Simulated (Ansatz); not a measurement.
# C3H10BNSi: the cost of one run

Method: RKS PBE/6-31G*, in Ansatz 0.2.0.

**1. The system as given**

Bond lengths (14 of 15 bonds, heavy atoms first): B1–C2 1.591 Å, C2–C3 1.321 Å, C3–Si4 1.918 Å, C2–N5 1.428 Å, N5–C6 1.463 Å, B1–H7 1.146 Å, B1–H8 1.180 Å, C3–H9 1.139 Å, Si4–H10 1.467 Å, Si4–H11 1.391 Å, Si4–H12 1.480 Å, N5–H13 1.049 Å, C6–H14 1.107 Å, C6–H15 1.140 Å. Angles (14 of 24 angles, heavy atoms first): B1–C2–C3 119.9°, B1–C2–N5 121.8°, C3–C2–N5 118.3°, C2–C3–Si4 129.1°, C2–N5–C6 125.0°, C2–B1–H7 123.4°, C2–B1–H8 117.3°, C2–C3–H9 119.3°, Si4–C3–H9 111.5°, C3–Si4–H10 105.3°, C3–Si4–H11 110.5°, C3–Si4–H12 106.7°, C2–N5–H13 122.1°, C6–N5–H13 112.8°.

Coordinates:

```xyz
16

B    -0.7230   -1.1363   -0.6670
C    -0.0352    0.0889    0.0790
C     1.2568    0.3128   -0.0778
Si    2.5348   -0.6594   -1.1260
N    -0.7742    0.9605    0.9346
C    -2.2102    0.8605    1.1981
H    -0.1673   -1.8244   -1.3957
H    -1.8915   -1.2541   -0.5493
H     1.7532    1.1477    0.5163
H     2.0281   -0.6033   -2.5020
H     3.8044   -0.1084   -0.9823
H     2.4902   -2.0624   -0.6569
H    -0.3253    1.7694    1.4299
H    -2.7958    0.9761    0.2658
H    -2.4343   -0.1606    1.6540
H    -2.5337    1.6703    1.9236
```

**2. End point A**

File input.yaml:

```yaml
crystal:
  periodic: [false, false, false]
  atoms:
    - { symbol: B, position_ang: [-0.723, -1.1363, -0.667] }
    - { symbol: C, position_ang: [-0.0352, 0.0889, 0.079] }
    - { symbol: C, position_ang: [1.2568, 0.3128, -0.0778] }
    - { symbol: Si, position_ang: [2.5348, -0.6594, -1.126] }
    - { symbol: "N", position_ang: [-0.7742, 0.9605, 0.9346] }
    - { symbol: C, position_ang: [-2.2102, 0.8605, 1.1981] }
    - { symbol: H, position_ang: [-0.1673, -1.8244, -1.3957] }
    - { symbol: H, position_ang: [-1.8915, -1.2541, -0.5493] }
    - { symbol: H, position_ang: [1.7532, 1.1477, 0.5163] }
    - { symbol: H, position_ang: [2.0281, -0.6033, -2.502] }
    - { symbol: H, position_ang: [3.8044, -0.1084, -0.9823] }
    - { symbol: H, position_ang: [2.4902, -2.0624, -0.6569] }
    - { symbol: H, position_ang: [-0.3253, 1.7694, 1.4299] }
    - { symbol: H, position_ang: [-2.7958, 0.9761, 0.2658] }
    - { symbol: H, position_ang: [-2.4343, -0.1606, 1.654] }
    - { symbol: H, position_ang: [-2.5337, 1.6703, 1.9236] }
basis:
  gaussian: { orbitals: "6-31G*" }
hamiltonian:
  xc: pbe
relax:
  f_tol: 0.015
  max_steps: 40
output:
  orbitals: {}
```

On the command line:

```console
ansatz run input.yaml --threads 2 --pin off --max-ram 3072MiB --backend cpu --events-out ev --progress --plain --runs-dir out
```

**Question.** How long does this run take on 2 threads of Arm Neoverse V2, shared host, and how much memory does it need?

About 26 s, with a peak of 0.16 GiB.
